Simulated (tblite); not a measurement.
# C4H10OSi2: the cost of one run

Programs: tblite 0.8.0 and PySCF 2.14.0, with density-fitted response routines of our own. Each step states its level of theory. These are calculated values for one molecule in the gas phase, unless marked as measured. Atoms are numbered from 0 throughout.

### 1 The molecule as given

17 atoms, charge 0, multiplicity 1; geometry from: force field or distance geometry start.

Bonds of the start (Å): C0–C1 1.30, C1–Si2 1.84, Si2–C3 1.85, C3–C4 1.32, C3–O5 1.38, O5–Si6 1.74, C0–H7 1.08, C0–H8 1.11, C1–H9 1.11, Si2–H10 1.48, Si2–H11 1.49, C4–H12 1.09, C4–H13 1.08, Si6–H14 1.46, Si6–H15 1.48, Si6–H16 1.47.

### 2 Geometry optimisation with GFN2-xTB

Job settings and geometry (Å):

```
{"job": {"kind": "relax", "xc": "GFN2-xTB", "basis": "xTB"}, "charge": 0, "multiplicity": 1}
C     -2.994700    -0.075900    -0.249200
C     -2.202400    -0.718000     0.556100
Si    -0.452600    -1.163500     0.213900
C      0.554500     0.349100     0.586000
C      0.004600     1.545000     0.460900
O      1.862500     0.261000     1.020700
Si     3.096700     0.081000    -0.186100
H     -2.725600     0.287900    -1.230800
H     -4.030000     0.130800     0.079800
H     -2.613700    -1.024000     1.540600
H     -0.000800    -2.276500     1.070400
H     -0.241600    -1.565300    -1.203700
H     -1.036600     1.547300     0.122500
H      0.549300     2.462100     0.658400
H      2.553400    -0.683200    -1.301800
H      4.246800    -0.581600     0.457900
H      3.423300     1.435700    -0.657200
```

On the command line:

```console
> OMP_NUM_THREADS=1 python probes_run.py task.json out
```

This one command runs all jobs of the session in turn.

Q: Estimate the wall time and peak memory of this first job on 1 thread of Intel Xeon 6975P-C, shared host.

About 1.3 s, with a peak of 0.18 GiB.
